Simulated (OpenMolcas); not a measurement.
# Co²⁺ among point charges: CASSCF levels and susceptibility

Aim: the splitting of the states of Co²⁺ in the field of 6 point charges, its lowest levels with spin-orbit coupling and its magnetic susceptibility.

Method: state-averaged CASSCF, spin-orbit coupling by RASSI with atomic mean-field integrals. Code: OpenMolcas 26.06.

1 further run of the same task is left out (it didn't finish).

## Step 1: What is computed

* Species: Co²⁺ (cobalt, Z = 27, 25 electrons)
* Basis: ANO-RCC-VTZP [6s5p3d2f1g], 59 functions
* Scalar Hamiltonian: DKH2, point nucleus
* Inactive shells: 1s 2s 2p 3s 3p
* Active space: 7 electrons in 5 orbitals (3d)
* Some configurations of this space: 3d⁷
* Orbitals: optimised for each spin and parity, averaged over all roots

The outer shells:

3d7
```
3d [↑↓][↑↓][↑ ][↑ ][↑ ]
```

The ion sits among 6 point charges of -1.5 e arranged as an octahedron (Oh), 2.09 Å from the ion. The active orbitals were held to one l.

Each step is its own input file, run in one work folder so that later steps find the files of earlier ones. Labels, J, g values, rates, χT and fits are worked out afterwards by a script from the matrices that RASSI stores. The input lists half of the charges; inversion (Group=XYZ) makes the rest.

## Step 2: One- and two-electron integrals

The input, a.inp:

```
&GATEWAY
Coord
1

Co 0.0 0.0 0.0
Basis=ANO-RCC-VTZP
Group=XYZ
NoMove
AngMom=0.0 0.0 0.0
AMFI
XField
3 Angstrom 0
2.090000 0.000000 0.000000 -1.500000
0.000000 2.090000 0.000000 -1.500000
0.000000 0.000000 2.090000 -1.500000
&SEWARD
```

Command:

```
$ OMP_NUM_THREADS=1 MOLCAS_MEM=1689 MOLCAS_PROJECT=a pymolcas a.inp > a.log
```

## Step 3: Reference wave functions, quartets of even parity, 10 roots

The input, a.inp:

```
&RASSCF
FileOrb=start.orb
Symmetry=1
Spin=4
nActEl=7 0 0
Inactive=3 6
Ras2=5 0
CIRoot=10 10 1
SDav=10
CIMx=300
Iter=120 100
PrWF=0.3
OrbListing=Nothing
MaxOrb=0
SupSym
1
15 4 5 6 7 8 12 13 14 15 16 17 18 19 20 21
0
>>> COPY $Project.JobIph JOB001
```

start.orb holds the contracted functions of the basis, ordered by shell, or the orbitals of the step before.

## Step 4: Reference wave functions, doublets of even parity, 40 roots

The input, a.inp:

```
&RASSCF
FileOrb=start.orb
Symmetry=1
Spin=2
nActEl=7 0 0
Inactive=3 6
Ras2=5 0
CIRoot=40 40 1
SDav=40
CIMx=300
Iter=120 100
PrWF=0.3
OrbListing=Nothing
MaxOrb=0
SupSym
1
15 4 5 6 7 8 12 13 14 15 16 17 18 19 20 21
0
>>> COPY $Project.JobIph JOB002
```

## Step 5: RASSI: spin-orbit coupling between the states

The input, a.inp:

```
&RASSI
NrOfJobIphs=2 10 40
1 2 3 4 5 6 7 8 9 10
1 2 3 4 5 6 7 8 9 10 11 12 13 14 15 16 17 18 19 20 21 22 23 24 25 26 27
28 29 30 31 32 33 34 35 36 37 38 39 40
IphNames
JOB001
JOB002
EJob
SpinOrbit
DIPRint=1.0
SOCoupling=1000.0
Subsets=2
Property=9
'ANGMOM' 1 'ANGMOM' 2 'ANGMOM' 3 'MLTPL  1' 1 'MLTPL  1' 2 'MLTPL  1' 3
'AMFI' 1 'AMFI' 2 'AMFI' 3
SOProperty=3
'ANGMOM' 1 'ANGMOM' 2 'ANGMOM' 3
```

Before running it: what results should come out? Wanted: spin-free ground state; first state of the same spin within the active space; lowest level; next level.

As calculated:

| quantity | value |
| --- | --- |
| method | CASSCF |
| spin-free ground state | 4T1, 3-fold in its orbital part |
| first state of the same spin within the active space | 4T2 at 2610 cm⁻¹ |
| lowest level | 2-fold Γ6, g = 4.70, 4.70, 4.70 |
| next level | 329.7 cm⁻¹ |
| χT at 300 K | 4.10 cm³ K/mol |
| effective moment at 300 K | 5.73 μB |

What this shows: The spin-free ground state (4T1) comes to 100 % from free-ion F terms and keeps the highest spin of the shell. χT at 300 K is 4.10, against 1.88 cm³ K/mol for the spin alone, so orbital moment adds to it. An active space of the d shell alone favours high spin; real ions in strong fields can be low spin. A ligand-field fit to the states below 45000 cm-1 gives 10Dq = 2882 cm-1, B = 1230 cm-1 and C = 4526 cm-1 (C/B = 3.68), with a deviation of 125 cm-1. The field of point charges can differ much from that of real complexes. With metal d orbitals alone active, the gaps between spin states are rough; where two lie within a few thousand cm-1, their order is open. This is an electrostatic model: the charges have no orbitals.
